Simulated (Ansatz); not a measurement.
# TiO: properties at the relaxed cell

An exercise on one series of results from a longer session: the logs are not shown, and one member is left open.

Program: Ansatz 0.2.0. Level of theory: DFT PBEsol, scalar-relativistic, plane waves, PAW. These are calculated values, not measurements.

1 further run of the same task is left out (set aside as unsound or not needed).

### The system as given

Symmetry: P-62m, No. 189, hexagonal system. The conventional cell has a = 4.958 Å, b = 4.958 Å, c = 2.836 Å, α = 90.00°, β = 90.00°, γ = 120.00°. Around Ti (site symmetry -6) lie 6 O at 2.08 Å. Ti (site symmetry -62m) is surrounded by 3 O at 1.96 Å. O (site symmetry m2m) has 5 Ti at 1.96 to 2.08 Å as nearest neighbours.

Coordinates:

```cif
data_structure
_symmetry_space_group_name_H-M 'P 1'
_symmetry_Int_Tables_number 1
_cell_length_a 4.9584
_cell_length_b 4.9584
_cell_length_c 2.8360
_cell_angle_alpha 90.000
_cell_angle_beta 90.000
_cell_angle_gamma 120.000
_cell_volume 60.38
loop_
_atom_site_label
_atom_site_type_symbol
_atom_site_fract_x
_atom_site_fract_y
_atom_site_fract_z
_atom_site_occupancy
Ti1 Ti 0.66667 0.33333 0.50000 1
Ti2 Ti 0.33333 0.66667 0.50000 1
Ti3 Ti 0.00000 0.00000 0.00000 1
O1 O 0.60529 0.60529 0.00000 1
O2 O 0.39471 0.00000 0.00000 1
O3 O 0.00000 0.39471 0.00000 1
```

It goes back to an entry of the Materials Project, which need not be the stable form.

It is the result of an earlier relaxation at this level (volume 10.06 Å³/atom; gap on the mesh: none (metal)).

The first run:

Input file input.yaml:

```yaml
crystal:
  lattice:
    - [4.9584399758, 0.0, 0.0]
    - [-2.4792199879, 4.2941349822, 0.0]
    - [0.0, 0.0, 2.8359676464]
  atoms:
    - { symbol: Ti, position: [0.6666666667, 0.3333333333, 0.5] }
    - { symbol: Ti, position: [0.3333333333, 0.6666666667, 0.5] }
    - { symbol: Ti, position: [0.0, 0.0, 0.0] }
    - { symbol: O, position: [0.6052948646, 0.6052948646, 0.0] }
    - { symbol: O, position: [0.3947051354, 0.0, 0.0] }
    - { symbol: O, position: [0.0, 0.3947051354, 0.0] }
basis:
  ecutwfc: 420
kpoints:
  mp_grid: { grid: [12, 12, 12] }
  band_path:
    path:
      - [[0.0, 0.0, 0.0], [0.5, 0.0, 0.0], [0.33333333, 0.33333333, 0.0], [0.0, 0.0, 0.0], [0.0, 0.0, 0.5], [0.5, 0.0, 0.5], [0.33333333, 0.33333333, 0.5], [0.0, 0.0, 0.5]]
      - [[0.5, 0.0, 0.5], [0.5, 0.0, 0.0]]
      - [[0.33333333, 0.33333333, 0.5], [0.33333333, 0.33333333, 0.0]]
    npoints: 14
hamiltonian:
  xc: pbesol
scf:
  occupations: { method: gaussian, width: 0.1 }
  n_extra_bands: 15
output:
  forces: true
  stress: true
  eigenvalues: true
  populations: true
  dos: { projected: true, de: 0.02, nscf_kmesh: { grid: [18, 18, 18] } }
  bader: true
  write_density: true
  write_potential: true
  elf: true
  volumetric_format: npy
```

Started as:

```console
> ansatz run input.yaml --threads 1 --pin off --max-ram 2560MiB --backend cpu --events-out ev --progress --plain --runs-dir out
```

Steps of the session up to this table: Electronic structure at the relaxed geometry; Point at V/V0 = 0.97; The cell scaled to 1.03 of its volume; Volume × 0.94; Volume × 1.06.

One table of the session follows, with a row left open; its other results are not shown here.

It belongs to the step «Energy against volume». 

| volume (Å³/atom) | energy above the lowest point (meV/atom) | pressure (GPa) |
| --- | --- | --- |
| 9.460 | 29.9 | 16.77 |
| 9.762 | 7.0 | 7.71 |
| 10.064 | 0.0 | 0.00 |
| 10.366 | ? | ? |
| 10.668 | 24.2 | -12.14 |

**Question.** Estimate the row for volume (Å³/atom) = 10.366.

Worked estimate for «energy above the lowest point (meV/atom)». A straight line through the neighbours (10.064, 0.0) and (10.668, 24.2) gives 0.0 + (24.2 − 0.0) × (10.366 − 10.064) / (10.668 − 10.064) = 12.1; a parabola fitted to 3 rows on both sides gives 5.7.

**Answer.** energy above the lowest point (meV/atom): 6.4; pressure (GPa): -6.56. In «energy above the lowest point (meV/atom)» the line misses by +5.7 and the parabola by -0.7.

Limits of these values: Spin polarisation is off in the runs that give these values; a magnetic solution could lie lower.
